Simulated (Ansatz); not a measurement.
# NaP2: the cost of one run

Program: Ansatz 0.2.0. Level of theory: DFT PBE, scalar-relativistic, plane waves, PAW. These are calculated values, not measurements.

## 1. The structure to begin with

It takes space group P3_121 (No. 152, trigonal). Conventional cell: a = 6.005 Å, b = 6.005 Å, c = 6.607 Å, α = 90.00°, β = 90.00°, γ = 120.00°. Around Na (site symmetry 2) lie 4 P at 1.96 to 1.97 Å. P (site symmetry 1) is surrounded by 2 Na at 1.96 to 1.97 Å.

As a file:

```
CELL_PARAMETERS angstrom
6.00529 0.00000 0.00000
-3.00264 5.20073 0.00000
0.00000 0.00000 6.60667
ATOMIC_POSITIONS crystal
Na 0.46500 0.00000 0.33333
Na 0.00000 0.46500 0.66667
Na 0.53500 0.53500 0.00000
P 0.41500 0.27200 0.21300
P 0.72800 0.14300 0.54633
P 0.85700 0.58500 0.87967
P 0.27200 0.41500 0.78700
P 0.14300 0.72800 0.45367
P 0.58500 0.85700 0.12033
```

This is candidate A: quartz type (P3_121, No. 152).

(A quick probe on a coarse mesh, which set the mesh and smearing, is not shown.)

## 3. Coarse relaxation (candidate A)

The input, input.yaml:

```yaml
crystal:
  lattice:
    - [6.00528656, 0.0, 0.0]
    - [-3.00264328, 5.2007307179, 0.0]
    - [0.0, 0.0, 6.6066724795]
  atoms:
    - { symbol: Na, position: [0.465, 0.0, 0.3333333333] }
    - { symbol: Na, position: [0.0, 0.465, 0.6666666667] }
    - { symbol: Na, position: [0.535, 0.535, 0.0] }
    - { symbol: P, position: [0.415, 0.272, 0.213] }
    - { symbol: P, position: [0.728, 0.143, 0.5463333333] }
    - { symbol: P, position: [0.857, 0.585, 0.8796666667] }
    - { symbol: P, position: [0.272, 0.415, 0.787] }
    - { symbol: P, position: [0.143, 0.728, 0.4536666667] }
    - { symbol: P, position: [0.585, 0.857, 0.1203333333] }
basis:
  ecutwfc: 420
kpoints:
  mp_grid: { grid: [3, 3, 4] }
hamiltonian:
  xc: pbe
scf:
  occupations: { method: gaussian, width: 0.1 }
  lower_state_search: "off"
output:
  forces: true
  stress: true
  eigenvalues: true
relax:
  adjacent_minimum: "off"
  f_tol: 0.04
  max_steps: 70
  cell: { stress_tol: 0.4 }
```

Command:

```console
> ansatz run input.yaml --threads 1 --pin off --max-ram 2560MiB --backend cpu --events-out ev --progress --plain --runs-dir out
```

What time and memory should one allow on 1 thread of Arm Neoverse V1, shared host?

About 3.6 min, with a peak of 0.4 GiB.
